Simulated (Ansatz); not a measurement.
# LiSi2: the cost of one run

Method: DFT PBE, scalar-relativistic, plane waves, PAW, in Ansatz 0.2.0.

2 further runs of the same task are left out: 2 that didn't finish.

## Step 1: The structure to begin with

The structure is orthorhombic, space group Cmcm (No. 63). The conventional cell has a = 3.804 Å, b = 8.116 Å, c = 5.943 Å, α = 90.00°, β = 90.00°, γ = 90.00°. Li (site symmetry m2m) has 10 Si at 2.72 to 2.79 Å and 2 Li at 3.05 Å as nearest neighbours. Around Si (site symmetry m) lie 4 Si at 2.44 to 2.63 Å and 5 Li at 2.72 to 2.79 Å.

Coordinates:

```
CELL_PARAMETERS angstrom
1.90216 -4.05823 0.00000
1.90216 4.05823 0.00000
0.00000 0.00000 5.94311
ATOMIC_POSITIONS crystal
Li 0.95830 0.04170 0.25000
Li 0.04170 0.95830 0.75000
Si 0.65888 0.34113 0.04471
Si 0.34113 0.65888 0.54471
Si 0.65888 0.34113 0.45529
Si 0.34113 0.65888 0.95529
```

It is the end of an earlier relaxation with the same method, from a generated guess; it needn't be the stable form of this composition. At a tolerance of 0.05 Å it has space group Cmcm (No. 63); it has 15.29 Å³/atom, an uncorrected energy of -0.05 eV/atom over the elements and, on its mesh, gap none (metal).

## Step 2: Volume × 0.97

input.yaml reads:

```yaml
crystal:
  lattice:
    - [1.8829463348, -4.0172325992, 0.0]
    - [1.8829463348, 4.0172325992, 0.0]
    - [0.0, 0.0, 5.8830704227]
  atoms:
    - { symbol: Li, position: [0.958297, 0.041703, 0.25] }
    - { symbol: Li, position: [0.041703, 0.958297, 0.75] }
    - { symbol: Si, position: [0.658875, 0.341125, 0.044713] }
    - { symbol: Si, position: [0.341125, 0.658875, 0.544713] }
    - { symbol: Si, position: [0.658875, 0.341125, 0.455287] }
    - { symbol: Si, position: [0.341125, 0.658875, 0.955287] }
basis:
  ecutwfc: 420
kpoints:
  mp_grid: { grid: [12, 12, 6] }
hamiltonian:
  xc: pbe
scf:
  occupations: { method: gaussian, width: 0.1 }
output:
  forces: true
  stress: true
  eigenvalues: true
  write_density: true
  write_potential: true
  elf: true
  volumetric_format: npy
relax:
  adjacent_minimum: "off"
  f_tol: 0.01
  max_steps: 30
  cell: { stress_tol: 0.1, fix: [volume] }
```

Run with:

```sh
$ ansatz run input.yaml --threads 4 --pin off --max-ram 8192MiB --backend cpu --events-out ev --progress --plain --runs-dir out
```

What time and memory should one allow on 4 threads of Arm Neoverse V2, shared host?

About 21 s, with a peak of 0.56 GiB.
